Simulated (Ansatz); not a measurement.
# C3H9FSi: the cost of one run

Computed with Ansatz 0.2.0, Gaussian basis. Level: the settings change from run to run.

### 1 The relaxed structure

The structure was relaxed beforehand with PBE0-D4 in a triple-zeta def2 set.

14 atoms, charge 0, spin multiplicity 1.

Atoms are counted from 1 here; the program's logs count them from 0.

Bond lengths: C1–C2 1.508 Å, C1–H6 1.092 Å, C1–H7 1.092 Å, C1–H8 1.091 Å, C2–F3 1.398 Å, C2–C4 1.514 Å, C2–H9 1.097 Å, C4–Si5 1.885 Å, C4–H10 1.096 Å, C4–H11 1.095 Å, Si5–H12 1.488 Å, Si5–H13 1.484 Å, Si5–H14 1.488 Å. Angles: C2–C1–H6 110.2°, C2–C1–H7 110.2°, C2–C1–H8 110.7°, H6–C1–H7 108.5°, H6–C1–H8 108.5°, H7–C1–H8 108.7°, C1–C2–F3 108.0°, C1–C2–C4 114.2°, C1–C2–H9 110.2°, F3–C2–C4 108.5°, F3–C2–H9 105.8°, C4–C2–H9 109.7°, C2–C4–Si5 113.9°, C2–C4–H10 109.8°, C2–C4–H11 108.8°, Si5–C4–H10 109.1°, Si5–C4–H11 108.2°, H10–C4–H11 106.7° and more.

### 2 B2GP-PLYP/pcseg-2

Options: charge +1, multiplicity 2.

Input file in.yaml:

```yaml
crystal:
  periodic: [false, false, false]
  atoms:
    - {symbol: C, position_ang: [-1.752711, 0.814021, 0.758206]}
    - {symbol: C, position_ang: [-0.353635, 0.712517, 0.205788]}
    - {symbol: F, position_ang: [0.538280, 1.088902, 1.215051]}
    - {symbol: C, position_ang: [0.024213, -0.671364, -0.278215]}
    - {symbol: Si, position_ang: [1.848628, -0.855854, -0.713813]}
    - {symbol: H, position_ang: [-2.482145, 0.563852, -0.015386]}
    - {symbol: H, position_ang: [-1.880836, 0.120269, 1.592247]}
    - {symbol: H, position_ang: [-1.955143, 1.826995, 1.110433]}
    - {symbol: H, position_ang: [-0.213118, 1.439170, -0.603401]}
    - {symbol: H, position_ang: [-0.240237, -1.415606, 0.481264]}
    - {symbol: H, position_ang: [-0.566459, -0.907856, -1.169548]}
    - {symbol: H, position_ang: [2.269594, 0.267121, -1.595286]}
    - {symbol: H, position_ang: [2.709593, -0.877728, 0.494147]}
    - {symbol: H, position_ang: [2.040974, -2.133539, -1.452689]}
basis:
  gaussian: {orbitals: pcseg-2}
total_charge: 1
magnetization: {spin_polarized: true, initial_magnetization: 1}
hamiltonian: {xc: {name: B2GP-PLYP}}
output: {forces: true}
```

The run is started by

```bash
$ ansatz run in.yaml --threads 4 --pin off --events-out ev --progress --plain --max-ram 10444MiB
```

What time and memory should one allow on 4 threads of Intel Xeon at 2.80GHz, shared host?

About 46 s, with a peak of 1.4 GiB.
